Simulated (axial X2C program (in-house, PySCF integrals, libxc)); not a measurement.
# A two-component session on RuS⁺: properties at the nuclei

Wanted for RuS⁺: properties at the nuclei, at the two-component level.

Method: two-component X2C with atomic mean-field terms, Ru dyall-cv3z, S dyall-av3z; program: an in-house X2C program for linear molecules on PySCF integrals.

All values are calculated.

## Step 1: The job

task.json reads:

```json
{"zs": [44, 16], "q": 1, "bas": ["dyall-cv3z", "dyall-av3z"], "r0": 2.08, "levels": ["PBE0", "HF", "BHandHLYP", "TPSSh", "BP86"], "nst": 3}
```

Keys: zs atomic numbers; q charge; bas basis sets; r0 starting distance in Å; levels methods (HF also brings MP2); nst determinants followed.

The run is started by

```bash
> python soeom.py task.json out
```

Nuclei are Gaussian, cores are contracted, and the Gaunt term is on.

## Step 2: Expectation values, lowest determinant

R = 2.114 Å. State: Ω = 5/2 (excess of +ω over −ω: ω = 5/2).

Output of the PBE0 run:

```text
two-component X2C + atomic mean field  PBE0
basis functions 212  fitting functions 988  grid points 5081
iter        total energy     max residual
   1      -4921.530024449     9.32e+00
   2      -4927.022283532     4.72e-02
   3      -4926.987409427     7.07e-02
   4      -4927.044753754     4.57e-02
   5      -4927.079108980     2.70e-03
   6      -4927.079328961     7.01e-04
   7      -4927.079333255     6.36e-04
   8      -4927.079345321     9.48e-05
   9      -4927.079346520     7.33e-05
  10      -4927.079347094     3.96e-05
  11      -4927.079347224     2.72e-05
  12      -4927.079347287     1.58e-05
  13      -4927.079347315     6.30e-06
  14      -4927.079347320     2.24e-06
  15      -4927.079347320     8.69e-07
converged
one-electron -7127.06783097  Coulomb 2185.91323852  exact exchange -39.31574545  xc functional -120.53563132  nuclear repulsion 176.22552341  atomic mean-field constant -2.29890152
```

The highest occupied spinor is 61% S p, 27% Ru d, 6% Ru p.

```tsv
level	Eeff magnitude (GV/cm)	Ws magnitude Ru (kHz)	A∥/gI Ru (MHz)	qzz Ru (a.u.)	A∥/gI S (MHz)	qzz S (a.u.)
PBE0	4.3	0.692	476	-3.41	-58.1	-0.61
HF	3.96	0.606	19.5	-4.41	-54.9	-2.43
BHandHLYP	4.2	0.661	340	-3.66	-53.8	-1.28
TPSSh	4.09	0.643	519	-3.32	-43.7	-0.42
BP86	4.12	0.634	767	-1.82	-79.1	-0.37
```

Eeff is the effective electric field on the electron dipole moment in this Ω state and Ws the scalar–pseudoscalar constant (defined with the proton number Z and per Ω); A∥ is the parallel hyperfine constant, which follows by multiplying with the nuclear g factor gI = μI/(I μN); qzz is the electric field gradient, eQq0 = 234.96 MHz × Q/barn × qzz. The operators were transformed with the bare-nucleus X2C matrices.

## Step 3: Expectation values, a higher determinant

R = 2.114 Å. State: Ω = 9/2 (excess of +ω over −ω: ω = 1/2, ω = 3/2, ω = 5/2), 0.43 eV above the lowest in the PBE0 search for states (made at or near this distance, with looser thresholds).

Output of the PBE0 run:

```text
two-component X2C + atomic mean field  PBE0
basis functions 212  fitting functions 988  grid points 5081
iter        total energy     max residual
   1      -4921.552926473     8.99e+00
   2      -4927.005923285     4.85e-02
   3      -4926.955875347     7.30e-02
   4      -4926.993620057     6.61e-02
   5      -4927.061885012     2.45e-03
   6      -4927.062091036     1.09e-03
   7      -4927.062119594     8.95e-04
   8      -4927.062140512     5.27e-04
   9      -4927.062152750     3.00e-04
  10      -4927.062158827     6.64e-05
  11      -4927.062159035     7.18e-06
  12      -4927.062159044     3.73e-06
  13      -4927.062159046     1.37e-06
  14      -4927.062159046     6.76e-07
converged
one-electron -7127.63122590  Coulomb 2186.44222324  exact exchange -39.29845453  xc functional -120.50132375  nuclear repulsion 176.22552341  atomic mean-field constant -2.29890152
```

The highest occupied spinor is 62% S p, 26% Ru d, 6% Ru p.

```tsv
level	Eeff magnitude (GV/cm)	Ws magnitude Ru (kHz)	A∥/gI Ru (MHz)	qzz Ru (a.u.)	A∥/gI S (MHz)	qzz S (a.u.)
PBE0	4.77	0.463	513	1.25	98.7	-1.12
HF	5.75	0.548	354	1.12	112	-0.95
BHandHLYP	5.09	0.489	449	1.17	113	-1.14
TPSSh	4.49	0.43	539	1.24	82.5	-1.10
BP86	4.11	0.401	599	1.37	69.4	-0.99
```

## Step 4: Expectation values, a higher determinant

R = 2.114 Å. State: Ω = 7/2 (excess of +ω over −ω: ω = -1/2, ω = 3/2, ω = 5/2), 0.48 eV above the lowest in the PBE0 search for states (made at or near this distance, with looser thresholds).

Output of the PBE0 run:

```text
two-component X2C + atomic mean field  PBE0
basis functions 212  fitting functions 988  grid points 5081
iter        total energy     max residual
   1      -4921.788327634     7.85e+00
   2      -4927.003672753     4.79e-02
   3      -4926.936351525     8.26e-02
   4      -4926.962600204     7.12e-02
   5      -4927.059731856     2.15e-03
   6      -4927.059872594     9.53e-04
   7      -4927.059889595     8.48e-04
   8      -4927.059906756     1.30e-04
   9      -4927.059908451     8.32e-05
  10      -4927.059909093     2.39e-05
  11      -4927.059909160     1.32e-05
  12      -4927.059909178     7.28e-06
  13      -4927.059909185     2.45e-06
  14      -4927.059909186     5.40e-07
converged
one-electron -7128.84857777  Coulomb 2187.70898303  exact exchange -39.30713801  xc functional -120.53979833  nuclear repulsion 176.22552341  atomic mean-field constant -2.29890152
```

The highest occupied spinor is 51% S p, 37% Ru d, 5% Ru p.

```tsv
level	Eeff magnitude (GV/cm)	Ws magnitude Ru (kHz)	A∥/gI Ru (MHz)	qzz Ru (a.u.)	A∥/gI S (MHz)	qzz S (a.u.)
PBE0	0.272	0.115	84.4	1.96	-43.6	0.73
HF	1.54	0.0452	137	1.57	-67.7	-0.03
BHandHLYP	0.805	0.216	73.1	2.12	-48.6	0.44
TPSSh	0.111	0.0927	96.9	1.84	-34.4	0.82
BP86	0.142	0.0885	131	1.55	-37.4	0.94
```

## Step 5: Results

| quantity | value |
| --- | --- |
| lowest determinant | Ω = 5/2 (excess of +ω over −ω: ω = 5/2) |
| Eeff magnitude (GV/cm), PBE0 | 4.3 |
| Ws magnitude Ru (kHz), PBE0 | 0.692 |
| A∥/gI Ru (MHz), PBE0 | 476 |
| qzz Ru (a.u.), PBE0 | -3.41 |
| higher determinant | Ω = 9/2 (excess of +ω over −ω: ω = 1/2, ω = 3/2, ω = 5/2) |
| Eeff magnitude (GV/cm), PBE0, higher determinant | 4.77 |
| Ws magnitude Ru (kHz), PBE0, higher determinant | 0.463 |
| A∥/gI Ru (MHz), PBE0, higher determinant | 513 |
| qzz Ru (a.u.), PBE0, higher determinant | 1.25 |
| higher determinant | Ω = 7/2 (excess of +ω over −ω: ω = -1/2, ω = 3/2, ω = 5/2) |
| Eeff magnitude (GV/cm), PBE0, higher determinant | 0.272 |
| Ws magnitude Ru (kHz), PBE0, higher determinant | 0.115 |
| A∥/gI Ru (MHz), PBE0, higher determinant | 84.4 |
| qzz Ru (a.u.), PBE0, higher determinant | 1.96 |

What this shows: In the first state, the effective field runs from 3.96 to 4.3 GV/cm over the mean-field levels. The expectation values come from single determinants, which for open shells can mix terms of unlike spin or miss the lowest Ω, so a determinant need not be a state. Eeff is the effective electric field on the electron dipole moment in this Ω state and Ws the scalar–pseudoscalar constant (defined with the proton number Z and per Ω); A∥ is the parallel hyperfine constant, which follows by multiplying with the nuclear g factor gI = μI/(I μN); qzz is the electric field gradient, eQq0 = 234.96 MHz × Q/barn × qzz. The operators were transformed with the bare-nucleus X2C matrices.
